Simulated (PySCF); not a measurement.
# ClH3O3Ti: the cost of one run

Method: levels as typed in each script, gas phase, geometry from GFN2-xTB; program: PySCF 2.14.0.

## Step 1: Starting geometry

SMILES `O[Ti](O)(O)Cl`, 8 atoms, charge 0, spin multiplicity 1.

Bond lengths: O1–Ti2 1.698 Å, O1–H6 0.958 Å, Ti2–O3 1.698 Å, Ti2–O4 1.697 Å, Ti2–Cl5 2.144 Å, O3–H7 0.958 Å, O4–H8 0.958 Å. Angles: Ti2–O1–H6 163.7°, O1–Ti2–O3 113.3°, O1–Ti2–O4 113.3°, O1–Ti2–Cl5 105.3°, O3–Ti2–O4 113.3°, O3–Ti2–Cl5 105.2°, O4–Ti2–Cl5 105.4°, Ti2–O3–H7 163.7°, Ti2–O4–H8 163.7°.

Geometry (Å):

| atom | x (Å) | y (Å) | z (Å) |
| --- | --- | --- | --- |
| O1 | -0.7951 | 1.5689 | 0.4684 |
| Ti2 | -0.3465 | -0.0002 | 0.0003 |
| O3 | -0.7916 | -0.3775 | -1.5944 |
| O4 | -0.7967 | -1.1907 | 1.1226 |
| Cl5 | 1.7980 | -0.0001 | 0.0016 |
| H6 | -1.2932 | 2.3380 | 0.7474 |
| H7 | -1.2879 | -0.5195 | -2.4013 |
| H8 | -1.2955 | -1.8176 | 1.6477 |

## Step 2: Density, bond paths and surface potential (B3LYP/def2-svpd)

Input file input.py:

```python
import numpy as np
from pyscf import gto, scf, dft
from pyscf.scf import atom_ks, atom_hf
from scipy.linalg import block_diag

def solve(mol, dm0=None, hcore=None):
    mf = (dft.UKS if mol.spin else dft.RKS)(mol, xc='b3lyp')
    mf.grids.level = 3
    mf = mf.density_fit(auxbasis='def2-universal-jkfit')
    mf.conv_tol, mf.max_cycle = 1e-8, 80
    if hcore is not None:
        mf.get_hcore = lambda *args: hcore
    mf.kernel(dm0)
    if not mf.converged:
        mf = mf.newton().run(mf.mo_coeff, mf.mo_occ, max_cycle=30)
    assert mf.converged, 'SCF not converged'
    return mf

mol = gto.M(atom='''
O     -0.79507     1.56890     0.46836
Ti    -0.34648    -0.00020     0.00031
O     -0.79158    -0.37754    -1.59441
O     -0.79666    -1.19074     1.12264
Cl     1.79798    -0.00008     0.00157
H     -1.29322     2.33797     0.74741
H     -1.28789    -0.51952    -2.40127
H     -1.29547    -1.81762     1.64772
''', basis='def2-svpd', charge=0, spin=0, verbose=4)
mf = solve(mol)
mf.analyze()
# spherically averaged free atoms, for the promolecule
atm = atom_ks.get_atm_nrks(mol, xc='b3lyp')
pro = block_diag(*[(atm[a[0]][2] * atm[a[0]][3]) @ atm[a[0]][2].T for a in mol._atom])
np.savez('result.npz', e=mf.e_tot, c=mf.mo_coeff, occ=mf.mo_occ, eps=mf.mo_energy, pro=pro, dip=mf.dip_moment(verbose=0), s2=mf.spin_square()[0])
```

Launch:

```bash
OMP_NUM_THREADS=1 python input.py
```

What time and memory should one allow on 1 thread of Intel Xeon Platinum 8488C (Sapphire Rapids), shared host?

About 12 s, with a peak of 0.6 GiB.
